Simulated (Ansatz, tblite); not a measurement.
**The cluster GaH3O3: rung by rung**

Aim: run the singlet of the cluster GaH3O3 at one geometry on many levels, and compare frontier levels, spin and run time.

Computed with Ansatz 0.2.0, Gaussian basis. Level: as each input shows.

Levels to be run: GFN1-xTB, GFN2-xTB, PBE-D4/def2-TZVP, r2SCAN-D4/def2-TZVP, ωB97M-V/def2-TZVP, LC-ωPBE/def2-TZVP, B97M-V/def2-TZVP, ωB97X-V/def2-TZVP, LDA/def2-TZVP, BLYP-D4/def2-TZVP, PBE-QIDH/def2-TZVP, PBE+5HF/def2-TZVP, PBE+10HF/def2-TZVP, PBE+15HF/def2-TZVP, PBE+35HF/def2-TZVP, PBE+50HF/def2-TZVP, PBE-D4/def2-SVP, PBE0-D4/def2-SVP, HF/STO-3G, HF/6-31G, B3LYP-D4/6-31G, PBE0-D4/def2-TZVPD, PBE-D4/def2-TZVPD, r2SCAN-D4/def2-TZVPD, CCSD(T)/def2-TZVPP, MP2/def2-TZVP, RPA/def2-TZVP.

### 1 The relaxed structure

The singlet was relaxed beforehand with PBE-D4/def2-SVP. At that level it is the lowest of the isomers that a small search found.

7 atoms, charge 0, spin multiplicity 1.

Bond lengths: Ga1–O2 1.790 Å, Ga1–O3 1.796 Å, Ga1–O4 1.805 Å, O2–H6 0.975 Å, O3–H5 0.974 Å, O4–H7 0.974 Å. Angles: O2–Ga1–O3 116.4°, O2–Ga1–O4 117.9°, O3–Ga1–O4 125.8°, Ga1–O2–H6 110.0°, Ga1–O3–H5 112.1°, Ga1–O4–H7 112.5°.

PBE0-D4/def2-TZVP was run before; its log isn't repeated, and its numbers join the tables.

### 2 GFN1-xTB

Tight binding, by tblite at 300 K electronic temperature and without a spin-polarisation term:

```python
tblite.interface.Calculator('GFN1-xTB', numbers, positions, charge=0, uhf=0).singlepoint()
```

Energy -465.5905 eV, HOMO -13.32 eV, LUMO -6.38 eV; 0.003 s.

### 3 GFN2-xTB

Tight binding, by tblite at 300 K electronic temperature and without a spin-polarisation term:

```python
tblite.interface.Calculator('GFN2-xTB', numbers, positions, charge=0, uhf=0).singlepoint()
```

Energy -408.4445 eV, HOMO -13.05 eV, LUMO -8.48 eV; 0.003 s.

### 4 PBE-D4/def2-TZVP

start.molden holds the orbitals of an earlier run on this state, given as this run's starting guess.

in.yaml reads:

```yaml
crystal:
  periodic: [false, false, false]
  atoms:
    - {symbol: Ga, position_ang: [0.064318, -0.055423, -0.208413]}
    - {symbol: O, position_ang: [0.126717, 0.433451, -1.928757]}
    - {symbol: O, position_ang: [0.784989, -1.650413, 0.195140]}
    - {symbol: O, position_ang: [-0.707122, 1.079801, 0.963257]}
    - {symbol: H, position_ang: [0.716505, -1.853421, 1.145461]}
    - {symbol: H, position_ang: [-0.287725, 1.308864, -2.042159]}
    - {symbol: H, position_ang: [-0.697671, 0.737142, 1.875471]}
basis:
  gaussian: {orbitals: def2-TZVP, initial_orbitals: start.molden}
hamiltonian: {xc: pbe, dispersion: d4}
scf: {omitted_lower_state_checks: [starts]}
output: {orbitals: {seedname: orbitals}}
```

Started as:

```
$ ansatz run in.yaml --threads 4 --pin off --events-out ev --progress --plain --max-ram 3916MiB
```

Further steps of the session: r2SCAN-D4/def2-TZVP; ωB97M-V/def2-TZVP; LC-ωPBE/def2-TZVP; B97M-V/def2-TZVP; ωB97X-V/def2-TZVP; LDA/def2-TZVP; BLYP-D4/def2-TZVP; PBE-QIDH/def2-TZVP; PBE+5HF/def2-TZVP; PBE+10HF/def2-TZVP; PBE+15HF/def2-TZVP; PBE+35HF/def2-TZVP; PBE+50HF/def2-TZVP; PBE-D4/def2-SVP; PBE0-D4/def2-SVP; HF/STO-3G; HF/6-31G; B3LYP-D4/6-31G; PBE0-D4/def2-TZVPD; PBE-D4/def2-TZVPD; r2SCAN-D4/def2-TZVPD; CCSD(T)/def2-TZVPP; MP2/def2-TZVP; RPA/def2-TZVP.

Q: Predict the results of all the runs planned. Wanted: gap in def2-TZVP, named functionals, smallest and largest; gap over the share of exact exchange; correlation energy, CCSD(T)/def2-TZVPP; correlation energy, MP2/def2-TZVP; binding an atom, CCSD(T)/def2-TZVPP; PBE0 total energy, smallest basis above largest.

As calculated:

| quantity | value |
| --- | --- |
| gap in def2-TZVP, named functionals, smallest and largest | 4.96 eV (BLYP-D4), 12.91 eV (LC-ωPBE) |
| gap over the share of exact exchange | 5.07 eV at 0, 10.42 eV at 0.5 |
| correlation energy, CCSD(T)/def2-TZVPP | -26.93 eV |
| correlation energy, MP2/def2-TZVP | -25.82 eV |
| binding an atom, CCSD(T)/def2-TZVPP | 3.610 eV |
| PBE0 total energy, smallest basis above largest | 14.71 eV (def2-SVP, def2-TZVPD) |

Over the named functionals in def2-TZVP the gap runs from 4.96 eV (BLYP-D4) to 12.91 eV (LC-ωPBE); exact exchange widens it. Raising the share of exact exchange from 0 to 0.5 moves the HOMO by -3.49 eV and the LUMO by +1.85 eV. A small miss in a minimal or small basis is a cancelling of errors, not accuracy. The functionals in def2-TZVP miss CCSD(T)/def2-TZVPP by -0.029 (PBE0-D4) to +0.694 eV (LDA) an atom. CCSD(T)/def2-TZVPP isn't at the basis-set limit; small misses against it rank nothing.
